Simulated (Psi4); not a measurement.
# GaGeH5 (SMILES [GaH2][GeH3]): a chain of runs

We compute a geometry optimisation (PBE0-D4/def2-TZVP), then the harmonic vibrations of GaGeH5. 

The calculation is run with Psi4 1.11.

## (1) The structure to begin with

GaGeH5: 7 atoms, total charge 0, spin state singlet. As SMILES, `[GaH2][GeH3]`. Geometry: relaxed at PBE0-D4/def2-TZVP. The run starts from this shape.

Bond lengths: Ga1–Ge2 2.444 Å, Ga1–H3 1.572 Å, Ga1–H4 1.572 Å, Ge2–H5 1.540 Å, Ge2–H6 1.543 Å, Ge2–H7 1.540 Å. Angles: Ga1–Ge2–H5 113.0°, Ga1–Ge2–H6 109.4°, Ga1–Ge2–H7 112.6°, Ge2–Ga1–H3 120.3°, Ge2–Ga1–H4 120.7°, H5–Ge2–H6 106.9°, H5–Ge2–H7 107.8°, H6–Ge2–H7 106.8°, H3–Ga1–H4 119.0°.

## (2) A structure relaxation at PBE0-D4/def2-TZVP (density fitting) (run 1)

Contents of calc.py:

```python
import psi4

psi4.set_memory('1600 MB')
psi4.set_num_threads(1)
psi4.set_output_file('run.log', False)

geom = psi4.geometry("""
0 1
Ga    -0.366500    -1.359600     0.111400
Ge     0.277800     0.987900    -0.107400
H      0.529900    -2.354300     0.935000
H     -1.693000    -1.891700    -0.542800
H     -0.307500     1.657300    -1.364600
H     -0.246100     1.779800     1.109100
H      1.805500     1.180600    -0.140600
units angstrom
""")

psi4.set_options({
    'basis': 'def2-TZVP',
    'reference': 'rks',
    'geom_maxiter': 60,
})

e_tot, wfn = psi4.optimize("PBE0-D4", return_wfn=True)
print('E =', round(e_tot, 9))
print(geom.to_string(dtype='xyz', units='Angstrom'))
for k, v in sorted(psi4.core.scalar_variables().items()):
    print(f'{k:45s} {v:18.10f}')
```

Launch:

```
python calc.py
```

run.log, cut to the lines that bear on the results:

```text
[...]
  Running in c1 symmetry.
[...]
  Nuclear repulsion =  294.590144747563386
[...]
  Multiplicity = 1
[...]
  Nalpha       = 34
  Nbeta        = 34
[...]
    Number of basis functions: 126
[...]
    Final optimized geometry and variables:
    Molecular point group: c1
    Full point group: C1
    Geometry (in Angstrom), charge = 0, multiplicity = 1:
    GA          -0.335148631262    -1.222265251426     0.113190273200
    GE           0.309151368738     1.125234748574    -0.105609726800
    H            0.561251368738    -2.216965251426     0.936790273200
    H           -1.661648631262    -1.754365251426    -0.541009726800
    H           -0.276148631262     1.794634748574    -1.362809726800
    H           -0.214748631262     1.917134748574     1.110890273200
    H            1.836851368738     1.317934748574    -0.138809726800
```

The script printed:

```text
Optimizer: Optimization complete!
E = -4004.321400881
7
0 1 GaGeH5
Ga                   -0.335148631262    -1.222265251426     0.113190273200
Ge                    0.309151368738     1.125234748574    -0.105609726800
H                     0.561251368738    -2.216965251426     0.936790273200
H                    -1.661648631262    -1.754365251426    -0.541009726800
H                    -0.276148631262     1.794634748574    -1.362809726800
H                    -0.214748631262     1.917134748574     1.110890273200
H                     1.836851368738     1.317934748574    -0.138809726800

CURRENT ENERGY                                  -4004.3214008809
CURRENT REFERENCE ENERGY                        -4004.3214008809
DD SOLVATION ENERGY                                 0.0000000000
DFT FUNCTIONAL TOTAL ENERGY                     -4004.3178456936
DFT TOTAL ENERGY                                -4004.3214008809
DFT VV10 ENERGY                                     0.0000000000
DFT XC ENERGY                                    -117.2861541198
DISPERSION CORRECTION ENERGY                       -0.0035551873
GRID ELECTRONS ALPHA                               34.0000010313
GRID ELECTRONS BETA                                34.0000010313
GRID ELECTRONS TOTAL                               68.0000020627
NUCLEAR REPULSION ENERGY                          294.5901447476
ONE-ELECTRON ENERGY                             -6170.3276074448
OPTIMIZATION ITERATIONS                             1.0000000000
PBE0-D4(BJ,EEQ)ATM DISPERSION CORRECTION ENERGY      -0.0035551873
PCM POLARIZATION ENERGY                             0.0000000000
PE ENERGY                                           0.0000000000
SCF ITERATION ENERGY                            -4004.3214008809
SCF ITERATIONS                                     12.0000000000
SCF TOTAL ENERGY                                -4004.3214008809
TWO-ELECTRON ENERGY                              1988.7057711234
XC GRID RADIAL POINTS                              75.0000000000
XC GRID SPHERICAL POINTS                          302.0000000000
XC GRID TOTAL POINTS                           152042.0000000000
```

It took 20 s on 1 thread of AMD EPYC 7R43 (Zen 3), shared host; peak memory 0.74 GiB.

## (3) Vibrational wavenumbers at PBE0-D4/def2-TZVP (density fitting) (run 2)

Contents of input.dat:

```
memory 1600 mb

molecule system {
  0 1
  Ga
  Ge 1 R2
  H 1 R3 2 A3
  H 1 R4 3 A4 2 D4
  H 2 R5 1 A5 4 D5
  H 2 R6 5 A6 1 D6
  H 2 R7 5 A7 6 D7

  R2 = 2.444126
  R3 = 1.57203
  A3 = 120.28611
  R4 = 1.571849
  A4 = 119.01676
  D4 = -178.82727
  R5 = 1.539878
  A5 = 112.98025
  D5 = -25.82577
  R6 = 1.543194
  A6 = 106.94644
  D6 = -120.47228
  R7 = 1.540163
  A7 = 107.76002
  D7 = -114.54564
  units angstrom
}

set basis def2-TZVP
set t 700.0
set rotational_symmetry_number 1

E, wfn = frequency('pbe0-d4', return_wfn=True)
print_variables()
```

Launch:

```
psi4 -i input.dat -o output.dat -n 1
```

output.dat, cut to the lines that bear on the results:

```text
[...]
  Running in c1 symmetry.
[...]
  Nuclear repulsion =  294.590157864521188
[...]
  Multiplicity = 1
[...]
  Nalpha       = 34
  Nbeta        = 34
[...]
    Number of basis functions: 126
[...]
   @DF-RKS iter   1: -4000.72267044529963   -2.94599e+00   3.57756e-02 ADIIS/DIIS
[...]
   @DF-RKS iter  12: -4004.32140046820996   -6.82121e-12   8.47171e-09 DIIS
[...]
  @DF-RKS Final Energy: -4004.32140046820996
   => Energetics <=
    Nuclear Repulsion Energy =            294.5908008557811399
    One-Electron Energy =               -6170.3290280437122419
    Two-Electron Energy =                1988.7065534484174805
    DFT Exchange-Correlation Energy =    -117.2861715309010719
    Empirical Dispersion Energy =          -0.0035551977948293
    VV10 Nonlocal Energy =                  0.0000000000000000
    Total Energy =                      -4004.3214004682099585
[...]
  -Total Gradient:
     Atom            X                  Y                   Z
    ------   -----------------  -----------------  -----------------
       1       -0.000053866763     0.000017156466    -0.000032571374
       2       -0.000269212585     0.000174718154     0.000020349547
       3        0.000007414338    -0.000006840227     0.000006464192
       4        0.000007123906     0.000008657982     0.000018854431
       5        0.000023865472    -0.000013249061     0.000004712824
       6        0.000150882432    -0.000001907461     0.000107196339
       7        0.000132423057    -0.000175332799    -0.000125315382
[...]
  ==> Harmonic Vibrational Analysis <==
[...]
  Freq [cm^-1]                 8.8583i             250.7367            320.5870
[...]
  IR activ [km/mol]             0.1911              2.4522             24.3622
[...]
  Freq [cm^-1]                 349.7479            502.7602            580.9412
[...]
  IR activ [km/mol]            31.8188              1.1438             49.2322
[...]
  Freq [cm^-1]                 727.9710            811.2322            881.2392
[...]
  IR activ [km/mol]            464.8318            14.1526             31.7829
[...]
  Freq [cm^-1]                 886.5721           1953.9826           1961.5641
[...]
  IR activ [km/mol]            39.0952             182.3081            238.2428
[...]
  Freq [cm^-1]                2118.7573           2133.9271           2139.1288
[...]
  IR activ [km/mol]            83.6004             99.6899             129.1108
[...]
```

On the terminal:

```text
Warning: thermodynamics relations excluded imaginary frequencies: ['8.8583i']
Warning: used thermodynamics relations inappropriate for low-frequency modes: ['250.7367' '320.5870' '349.7479' '502.7602' '580.9412']
```

It took 8.9 min on 1 thread of AMD EPYC 7R43 (Zen 3), shared host; peak memory 0.84 GiB.

## (4) Results

| quantity | value |
| --- | --- |
| run 1, PBE0-D4/def2-TZVP: total energy at the end | -4004.32140 Eh |
| run 1, PBE0-D4/def2-TZVP: dipole moment | 0.31 D |
| run 1, PBE0-D4/def2-TZVP: HOMO energy | -7.60 eV |
| run 1, PBE0-D4/def2-TZVP: LUMO energy | -2.11 eV |
| run 1, PBE0-D4/def2-TZVP: HOMO–LUMO gap | 5.49 eV |
| run 1, PBE0-D4/def2-TZVP: dispersion energy | -9.33 kJ/mol |
| run 2, PBE0-D4/def2-TZVP: lowest harmonic wavenumber | 9i cm⁻¹ (imaginary) |
| run 2, PBE0-D4/def2-TZVP: highest harmonic wavenumber | 2139 cm⁻¹ |

1 mode is imaginary (lowest 9i cm⁻¹); so small a value may be numerical noise or a very soft motion.
